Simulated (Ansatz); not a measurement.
# GeAsH₃ (triplet): from Hartree-Fock to the top rungs, cc-pVTZ

Aim: climb from Hartree-Fock through coupled cluster and multireference methods for GeAsH₃ (triplet) at one geometry and basis, and see what each rung misses.

Computed with Ansatz 0.2.0, Gaussian basis. Level: cc-pVTZ, core rule «outside noble gas», up to 28 orbitals frozen.

The runs, in order: UHF; CCSD(T) on ROHF; CCSD(T) on UHF; BCCD(T) on ROHF; CCSDT(Q) on ROHF; CCSDT(Q) on UHF; CASSCF and NEVPT2, 12 electrons in 11 orbitals.

6 further runs of the same task are left out: 6 set aside as unsound or not needed. Runs told in other sessions of the task aren't counted.

**1. What is computed**

The geometry is a PBE0/def2-TZVP stationary point (not a proven minimum). No spin-orbit coupling is included. The filled d shell of Ge, As may be among the frozen orbitals whatever the setting's name suggests.

5 atoms, charge 0, spin multiplicity 3.

Atoms are counted from 1 here; the program's logs count them from 0.

Bond lengths: Ge1–As2 2.423 Å, Ge1–H3 1.552 Å, Ge1–H4 1.552 Å, As2–H5 1.526 Å. Angles: As2–Ge1–H3 109.8°, As2–Ge1–H4 109.8°, H3–Ge1–H4 106.6°, Ge1–As2–H5 93.8°.

As a file:

```xyz
5
charge 0, multiplicity 3
Ge    0.0000   -0.0566    1.2141
As    0.0000    0.0562   -1.2063
H    -1.2446    0.6821    1.7739
H     1.2446    0.6822    1.7739
H     0.0000   -1.4603   -1.3789
```

**2. UHF**

Contents of in.yaml:

```yaml
crystal:
  periodic: [false, false, false]
  atoms:
    - {symbol: Ge, position_ang: [0.000000, -0.056595, 1.214134]}
    - {symbol: As, position_ang: [0.000000, 0.056163, -1.206338]}
    - {symbol: H, position_ang: [-1.244560, 0.682142, 1.773873]}
    - {symbol: H, position_ang: [1.244554, 0.682153, 1.773873]}
    - {symbol: H, position_ang: [0.000006, -1.460284, -1.378912]}
basis:
  gaussian: {orbitals: cc-pVTZ}
magnetization: {spin_polarized: true, initial_magnetization: 2}
hamiltonian: {xc: hf}
output: {orbitals: {seedname: orbitals}}
```

Launch:

```sh
$ ansatz run in.yaml --threads 1 --pin off --events-out ev --progress --plain --max-ram 4096MiB --backend cpu
```

After this run come: CCSD(T) on ROHF; CCSD(T) on UHF; BCCD(T) on ROHF; CCSDT(Q) on ROHF; CCSDT(Q) on UHF; CASSCF and NEVPT2, 12 electrons in 11 orbitals.

Q: Predict the results of all the runs planned. Wanted: UCCSDT(Q) from the RHF energy; RMP2 from UCCSDT(Q); UMP2 from UCCSDT(Q); RCCSD from UCCSDT(Q); RCCSD(T) from UCCSDT(Q); UCCSD(T) from UCCSDT(Q); RCCSDT(Q) from UCCSDT(Q); NEVPT2 valence from UCCSDT(Q); T1 diagnostic.

**Answer**, as computed:

| quantity | value |
| --- | --- |
| UCCSDT(Q) from the ROHF energy | -7.4231 eV |
| RMP2 from UCCSDT(Q) | +1355.5 meV |
| UMP2 from UCCSDT(Q) | +1372.7 meV |
| RCCSD from UCCSDT(Q) | +328.1 meV |
| RCCSD(T) from UCCSDT(Q) | +58.9 meV |
| UCCSD(T) from UCCSDT(Q) | +52.2 meV |
| RCCSDT(Q) from UCCSDT(Q) | +8.3 meV |
| NEVPT2 valence from UCCSDT(Q) | +1360.7 meV |
| levels within 1 kcal/mol (43 meV) | RCCSDT, UCCSDT, RCCSDT(Q) |
| T1 diagnostic | 0.023 |
| effectively unpaired electrons | 2.03 |

What this shows: RCCSD(T) misses by +58.9 meV, 0.8 % of the correlation energy. One determinant dominates. These misses are within one basis, not against nature; the frozen cores of restricted and unrestricted runs differ, which can shift their rows.
